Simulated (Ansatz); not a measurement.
# MnCuAs: the cost of one run

Method: DFT LDA, scalar-relativistic, plane waves, PAW, in Ansatz 0.2.0.

### Step 1. The structure to begin with

The structure is orthorhombic, space group Pnma (No. 62). Conventional cell: a = 6.619 Å, b = 3.858 Å, c = 7.305 Å, α = 90.00°, β = 90.00°, γ = 90.00°. Around Mn (site symmetry m) lie 5 As at 2.61 to 2.78 Å and 3 Cu at 2.80 to 2.87 Å. Around Cu (site symmetry m) lie 4 As at 2.46 to 2.52 Å and 2 Cu at 2.66 Å and 3 Mn at 2.80 to 2.87 Å. Around As (site symmetry m) lie 4 Cu at 2.46 to 2.52 Å and 5 Mn at 2.61 to 2.78 Å.

As a file:

```
CELL_PARAMETERS angstrom
6.61946 0.00000 0.00000
0.00000 3.85800 0.00000
0.00000 0.00000 7.30494
ATOMIC_POSITIONS crystal
Mn 0.95839 0.75000 0.18632
Mn 0.04161 0.25000 0.81368
Mn 0.45839 0.75000 0.31368
Mn 0.54161 0.25000 0.68632
Cu 0.88016 0.75000 0.56238
Cu 0.11984 0.25000 0.43762
Cu 0.38016 0.75000 0.93762
Cu 0.61984 0.25000 0.06238
As 0.25568 0.75000 0.62055
As 0.74432 0.25000 0.37945
As 0.75568 0.75000 0.87945
As 0.24432 0.25000 0.12055
```

The structure rests on an entry of the Materials Project (structure only); cell or positions may have been set otherwise for this series.

### Step 2. Relaxing cell and atoms: MnCuAs, moments +−−+

File input.yaml:

```yaml
crystal:
  lattice:
    - [6.6194588903, 0.0, 0.0]
    - [0.0, 3.85800336, 0.0]
    - [0.0, 0.0, 7.3049354103]
  atoms:
    - { symbol: Mn, position: [0.95839007, 0.75, 0.18632322], spin: 4.0 }
    - { symbol: Mn, position: [0.04160993, 0.25, 0.81367678], spin: -4.0 }
    - { symbol: Mn, position: [0.45839007, 0.75, 0.31367678], spin: -4.0 }
    - { symbol: Mn, position: [0.54160993, 0.25, 0.68632322], spin: 4.0 }
    - { symbol: Cu, position: [0.88016151, 0.75, 0.56237624] }
    - { symbol: Cu, position: [0.11983849, 0.25, 0.43762376] }
    - { symbol: Cu, position: [0.38016151, 0.75, 0.93762376] }
    - { symbol: Cu, position: [0.61983849, 0.25, 0.06237624] }
    - { symbol: As, position: [0.25567845, 0.75, 0.62054524] }
    - { symbol: As, position: [0.74432154, 0.25, 0.37945476] }
    - { symbol: As, position: [0.75567846, 0.75, 0.87945476] }
    - { symbol: As, position: [0.24432155, 0.25, 0.12054524] }
magnetization:
  spin_polarized: true
scf:
  occupations: { method: gaussian, width: 0.05 }
output:
  forces: true
  stress: true
  eigenvalues: true
  populations: true
hamiltonian:
  xc: lda
kpoints:
  mp_grid: { grid: [6, 11, 6] }
relax:
  f_tol: 0.01
  max_steps: 60
  cell: { stress_tol: 0.1 }
```

On the command line:

```console
ansatz run input.yaml --threads 4 --pin off --max-ram 8192MiB --backend cpu --events-out ev --progress --plain --runs-dir out
```

What time and memory should one allow on 4 threads of Intel Xeon 6975P-C (Granite Rapids), shared host?

About 14 min, with a peak of 3.4 GiB.
